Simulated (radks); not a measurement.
# Br²⁺ in [Ar] 3d10 4s2 4p3: an all-electron calculation

The task here is to estimate one member of a computed series from the others.

The numbers are computed with radks (a radial shooting solver on a logarithmic mesh, Libxc functionals) version 1 (scalar-relativistic Kohn-Sham, exchange-only PBE, spin-polarised, spherical densities, finite nucleus; open shells are filled with parallel spins first), except any that are marked as measured or tabulated.

## The atom as given

| Quantity | Value |
| --- | --- |
| element | bromine (Z = 35) |
| charge | +2 |
| electrons | 33 |
| configuration | [Ar] 3d10 4s2 4p3 |
| nuclear rms radius | 4.1629 fm |

Outer shells as boxes (Hund's rule):

Br²⁺
```
[Ar] core
3d [↑↓][↑↓][↑↓][↑↓][↑↓]
4s [↑↓]
4p [↑ ][↑ ][↑ ]
```

The first run:

Settings of this run:

```text
Z 35
configuration [Ar] 3d10 4s2 4p3
relativity scalar-relativistic
functional pbe,
spin polarised
nucleus finite rms 4.1629 fm
c 137.035999084
```

Launch:

```
$ python run_ks.py task.json out
```

All runs below come from this command, one after another.

One table of the session follows, with a row left open; its other results are not shown here.

It belongs to the step «Shells». Radial moments (bohr):

```
  level      <r>  outermost maximum (interpolated)  90 % within  nodes
  1s up  0.04275                            0.0279       0.0764      0
1s down  0.04275                            0.0279       0.0764      0
  2s up   0.1895                             0.159        0.293      1
2s down   0.1895                             0.159        0.293      1
  2p up   0.1654                             0.127        0.270      0
2p down   0.1654                             0.127        0.270      0
  3s up   0.5516                             0.484        0.821      2
3s down   0.5513                             0.484        0.821      2
  3p up   0.5644                             0.481        0.862      1
3p down   0.5637                             0.481        0.861      1
  3d up   0.5912                             0.431        0.976      0
3d down   0.5873                             0.431        0.966      0
  4s up        ?                                 ?            ?      ?
4s down    1.593                              1.38         2.36      3
  4p up    1.855                              1.59         2.76      2
4p down    1.894                              1.58         2.87      2
```

Q: Estimate the row for 4s up from the others.

**Answer.** <r>: 1.594; outermost maximum (interpolated): 1.40; 90 % within: 2.34; nodes: 3. In the column «<r>» it lies between 4s down (1.593) and 4p up (1.855).

Caveats from the session: Open shells are spherical and high-spin; term and fine-structure splittings are not resolved.
